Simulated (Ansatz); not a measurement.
# CH7AlO2Si: basis-set convergence

An exercise on one series of results from a longer session: the logs are not shown, and one member is left open.

Computed with Ansatz 0.2.0, Gaussian basis. Level: one geometry, several basis sets.

Plan: PBE0-D4/def2-SVP; ωB97M-V/def2-SVP; PBE0-D4/def2-QZVPP; ωB97M-V/def2-QZVPP; the functionals' def2-TZVPP values are taken from earlier runs.

## Structure used throughout

An earlier PBE0-D4 in a triple-zeta def2 set relaxation fixed the geometry.

SMILES `[CH3][AlH][O][SiH2]O`, 12 atoms, charge 0, spin multiplicity 1.

Atoms are counted from 1 here; the program's logs count them from 0.

Bond lengths: C1–Al2 1.941 Å, C1–H6 1.092 Å, C1–H7 1.096 Å, C1–H8 1.094 Å, Al2–O3 1.689 Å, Al2–H9 1.584 Å, O3–Si4 1.616 Å, Si4–O5 1.643 Å, Si4–H10 1.480 Å, Si4–H11 1.488 Å, O5–H12 0.958 Å. Angles: Al2–C1–H6 112.4°, Al2–C1–H7 110.5°, Al2–C1–H8 111.3°, H6–C1–H7 107.6°, H6–C1–H8 108.4°, H7–C1–H8 106.4°, C1–Al2–O3 119.7°, C1–Al2–H9 123.8°, O3–Al2–H9 116.5°, Al2–O3–Si4 171.9°, O3–Si4–O5 112.7°, O3–Si4–H10 110.3°, O3–Si4–H11 107.8°, O5–Si4–H10 104.5°, O5–Si4–H11 110.1°, H10–Si4–H11 111.5°, Si4–O5–H12 117.7°.

The first run:

in.yaml

```yaml
crystal:
  periodic: [false, false, false]
  atoms:
    - {symbol: C, position_ang: [-2.508813, -0.005073, -0.729921]}
    - {symbol: Al, position_ang: [-0.641760, 0.460845, -0.983161]}
    - {symbol: O, position_ang: [0.477785, 0.124876, 0.235615]}
    - {symbol: Si, position_ang: [1.676805, -0.290519, 1.236437]}
    - {symbol: O, position_ang: [3.070567, -0.647440, 0.443245]}
    - {symbol: H, position_ang: [-2.657039, -0.690637, 0.107526]}
    - {symbol: H, position_ang: [-3.104445, 0.892964, -0.531338]}
    - {symbol: H, position_ang: [-2.930522, -0.463484, -1.629597]}
    - {symbol: H, position_ang: [-0.081583, 1.182440, -2.276849]}
    - {symbol: H, position_ang: [1.333169, -1.535818, 1.959567]}
    - {symbol: H, position_ang: [1.898513, 0.842573, 2.174636]}
    - {symbol: H, position_ang: [3.544422, 0.074173, 0.028039]}
basis:
  gaussian: {orbitals: def2-SVP}
hamiltonian: {xc: pbe0, dispersion: d4}
output: {orbitals: {seedname: orbitals}}
```

Run with:

```console
> ansatz run in.yaml --threads 4 --pin off --events-out ev --progress --plain --max-ram 10444MiB
```

Steps of the session up to this table: PBE0-D4 in def2-SVP; ωB97M-V in def2-SVP; PBE0-D4 in def2-QZVPP; ωB97M-V in def2-QZVPP.

One table of the session follows, with a row left open; its other results are not shown here.

It belongs to the step «Density functionals: the series». 

| functional | basis | HOMO (eV) |
| --- | --- | --- |
| PBE0-D4 | def2-SVP | -7.91 |
| PBE0-D4 | def2-TZVPP | -7.99 |
| PBE0-D4 | def2-QZVPP | -8.00 |
| ωB97M-V | def2-SVP | -10.12 |
| ωB97M-V | def2-TZVPP | -10.22 |
| ωB97M-V | def2-QZVPP | ? |

Q: Estimate the row for ωB97M-V, def2-QZVPP from the others.

As computed: HOMO (eV): -10.23. In the column «HOMO (eV)» it is the lowest.
